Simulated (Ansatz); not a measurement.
# GeTe: taking an electron away

The task here is to estimate one member of a computed series from the others.

Program: Ansatz 0.2.0, Gaussian basis. Level of theory: unrestricted cation, the program's frozen cores in correlated methods. These are calculated values, not measurements.

Plan: UKS PBE-D4/def2-TZVPP; UKS r2SCAN-D4/def2-TZVPP; UKS PBE0-D4/def2-TZVPP; UKS B3LYP-D4/def2-TZVPP; UKS wB97X-V/def2-TZVPP; UKS wB97M-V/def2-TZVPP; UKS B2PLYP/def2-TZVPP; UHF-CCSD(T)/def2-TZVPP; UHF-MP2/def2-QZVPP; extrapolation to the limit; then −ε(HOMO) from the neutral's earlier runs with LDA (SPW92), PBE-D4, revPBE-D4, BLYP-D4, r2SCAN-D4, B97M-V, PBE0-D4, B3LYP-D4, r2SCANh-D4, r2SCAN0-D4, HSE06-D4, BHLYP-D4, CAM-B3LYP-D4, LC-ωPBE, ωB97X-V, ωB97M-V.

### The relaxed structure

All runs share one geometry, relaxed beforehand with PBE0-D4 in a triple-zeta def2 set. Te takes the def2 core potential; no spin-orbit term is included.

SMILES `[Ge][Te]`, 2 atoms, charge 0, spin multiplicity 1.

Atoms are counted from 1 here; the program's logs count them from 0.

Bond lengths: Ge1–Te2 2.338 Å.

The first run:

The input, in.yaml:

```yaml
crystal:
  periodic: [false, false, false]
  atoms:
    - {symbol: Ge, position_ang: [0.000000, 0.000000, 0.000844]}
    - {symbol: Te, position_ang: [-0.000000, -0.000000, 2.339321]}
basis:
  gaussian: {orbitals: def2-TZVPP}
total_charge: 1
magnetization: {spin_polarized: true, initial_magnetization: 1}
hamiltonian: {xc: pbe, dispersion: d4}
```

Launch:

```
ansatz run in.yaml --threads 4 --pin off --events-out ev --progress --plain --max-ram 10444MiB
```

Steps of the session up to this table: Cation, UKS PBE-D4/def2-TZVPP; Cation, UKS r2SCAN-D4/def2-TZVPP; Cation, UKS PBE0-D4/def2-TZVPP; Cation, UKS B3LYP-D4/def2-TZVPP; Cation, UKS wB97X-V/def2-TZVPP; Cation, UKS wB97M-V/def2-TZVPP; Cation, UKS B2PLYP (frozen core)/def2-TZVPP; Cation, UHF-CCSD(T)/def2-TZVPP; Cation, UHF-MP2/def2-QZVPP.

One table of the session follows, with a row left open; its other results are not shown here.

It belongs to the step «Ionisation energies side by side». For comparison, −ε(HOMO) of the neutral from earlier runs:

| functional | −ε(HOMO) (eV) |
| --- | --- |
| LDA (SPW92) | 6.36 |
| PBE-D4 | ? |
| revPBE-D4 | 6.12 |
| BLYP-D4 | 5.97 |
| r2SCAN-D4 | 6.46 |
| B97M-V | 6.23 |
| PBE0-D4 | 7.07 |
| B3LYP-D4 | 6.84 |
| r2SCANh-D4 | 6.78 |
| r2SCAN0-D4 | 7.26 |
| HSE06-D4 | 6.69 |
| BHLYP-D4 | 7.75 |
| CAM-B3LYP-D4 | 8.12 |
| LC-ωPBE | 9.33 |
| ωB97X-V | 9.05 |
| ωB97M-V | 8.93 |

**Question.** Estimate the row for PBE-D4.

As computed: −ε(HOMO) (eV): 6.18. In the column «−ε(HOMO) (eV)» it lies between revPBE-D4 (6.12) and B97M-V (6.23).

Caveats from the session: The cation may have settled in a state other than its lowest; no search over hole states beyond the program's own was made.
